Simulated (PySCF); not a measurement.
# C4H8AlN: the cost of one run

The runs use PySCF 2.14.0, with density-fitted response routines of our own; the level of theory stands in each step. All values are computed, except where a source is named. Atoms count from 0, in the outputs and in this text.

## 1. Starting geometry

14 atoms, charge 0, multiplicity 1; geometry from: GFN2-xTB. The atoms were then displaced at random by about 0.01 Å, so the start is not that level's minimum.

Bonds of the start (Å): C0–N1 1.15, N1–Al2 2.04, Al2–C3 2.08, C3–C4 1.51, C4–C5 1.56, C5–C0 1.43, Al2–H6 1.53, Al2–H7 1.56, C3–H8 1.12, C3–H9 1.09, C4–H10 1.08, C4–H11 1.10, C5–H12 1.07, C5–H13 1.10.

## 2. Geometry optimisation at PBE0-D3(BJ)/def2-SVP

Job settings and geometry (Å):

```
{"job": {"xc": "PBE0", "basis": "def2-SVP", "d3": "d3bj", "grid": 1, "shake": 0.01, "kind": "geom"}, "charge": 0, "multiplicity": 1}
C     -0.312080     0.447530     2.189960
N     -0.885220    -0.289390     2.859010
Al    -1.566320    -1.643470     1.487320
C     -0.730870    -0.732530    -0.182870
C      0.500930     0.107250     0.029840
C      0.295510     1.195690     1.134270
H     -3.054270    -1.430090     1.760420
H     -0.808910    -2.912570     2.002010
H     -1.531860    -0.078400    -0.619720
H     -0.522450    -1.456800    -0.965730
H      0.801770     0.626170    -0.866730
H      1.329410    -0.537870     0.356950
H      1.216140     1.647390     1.441390
H     -0.389180     1.979970     0.791640
```

Run with:

```sh
$ OMP_NUM_THREADS=1 python probes_run.py task.json out
```

This one command runs all jobs of the session in turn.

**Question.** How long does this first job take on 1 thread of Arm Neoverse V2, shared host, and how much memory does it need?

About 60 s, with a peak of 0.52 GiB.
